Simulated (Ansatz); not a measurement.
# Ge4Pd: from a guess to a relaxed structure

Where does this trial cell of Ge4Pd go when cell and atoms are let free?

Method: DFT PBE, scalar-relativistic, plane waves, PAW, in Ansatz 0.2.0.

### 1 The structure to begin with

It takes space group P-3m1 (No. 164, trigonal). The conventional cell has a = 3.093 Å, b = 3.093 Å, c = 9.944 Å, α = 90.00°, β = 90.00°, γ = 120.00°. Ge (site symmetry 3m) is surrounded by 3 Pd at 2.23 Å. Ge (site symmetry 3m) is surrounded by 12 Ge at 3.00 to 3.09 Å. Pd (site symmetry -3m) has 6 Ge at 2.23 Å as nearest neighbours.

Coordinates:

```
CELL_PARAMETERS angstrom
3.09257 0.00000 0.00000
-1.54628 2.67824 0.00000
0.00000 0.00000 9.94409
ATOMIC_POSITIONS crystal
Ge 0.33333 0.66667 0.86586
Ge 0.33333 0.66667 0.37680
Ge 0.66667 0.33333 0.13414
Ge 0.66667 0.33333 0.62320
Pd 0.00000 0.00000 0.00000
```

The cell is invented: species swapped into a database cell of Co4H (P-3m1, No. 164), with Ge on the Co sites and Pd on the H sites. Lengths come from tabulated atomic sizes and are only a guess.

### 2 A first look at the guess

input.yaml

```yaml
crystal:
  lattice:
    - [3.09256504, 0.0, 0.0]
    - [-1.54628252, 2.67823989, 0.0]
    - [0.0, 0.0, 9.94408531]
  atoms:
    - { symbol: Ge, position: [0.33333333, 0.66666667, 0.86585528] }
    - { symbol: Ge, position: [0.33333333, 0.66666667, 0.37679535] }
    - { symbol: Ge, position: [0.66666667, 0.33333333, 0.13414472] }
    - { symbol: Ge, position: [0.66666667, 0.33333333, 0.62320465] }
    - { symbol: Pd, position: [0.0, 0.0, 0.0] }
basis:
  ecutwfc: 420
kpoints:
  mp_grid: { grid: [6, 6, 2] }
hamiltonian:
  xc: pbe
scf:
  occupations: { method: gaussian, width: 0.1 }
  lower_state_search: "off"
output:
  forces: true
  stress: true
  eigenvalues: true
```

Launch:

```sh
$ ansatz run input.yaml --threads 1 --pin off --max-ram 2560MiB --backend cpu --events-out ev --progress --plain --runs-dir out
```

The session goes on with these runs: a loose first relaxation; spin check on a coarse mesh; full relaxation.

**Question.** What will these runs give? Wanted: conventional cell; volume; energy over the elements; gap on the mesh.

As calculated:

```
                              quantity                                                                       value
symmetry at the end (tolerance 0.05 Å)                                                 space group P-3m1 (No. 164)
                     conventional cell  a = 3.304 Å, b = 3.304 Å, c = 9.730 Å, α = 90.00°, β = 90.00°, γ = 120.00°
                                volume                                                               18.40 Å³/atom
              energy over the elements                                                               +0.08 eV/atom
                       gap on the mesh                                                                none (metal)
```

**Reading.** The space group P-3m1 (No. 164) is kept, and the volume per atom grows by 11.7 % from the first guess. With a positive formation energy it can't be a ground state. No finished test with a distortion of lower symmetry is shown, so the end may be a saddle point. Other magnetic orders were not searched.
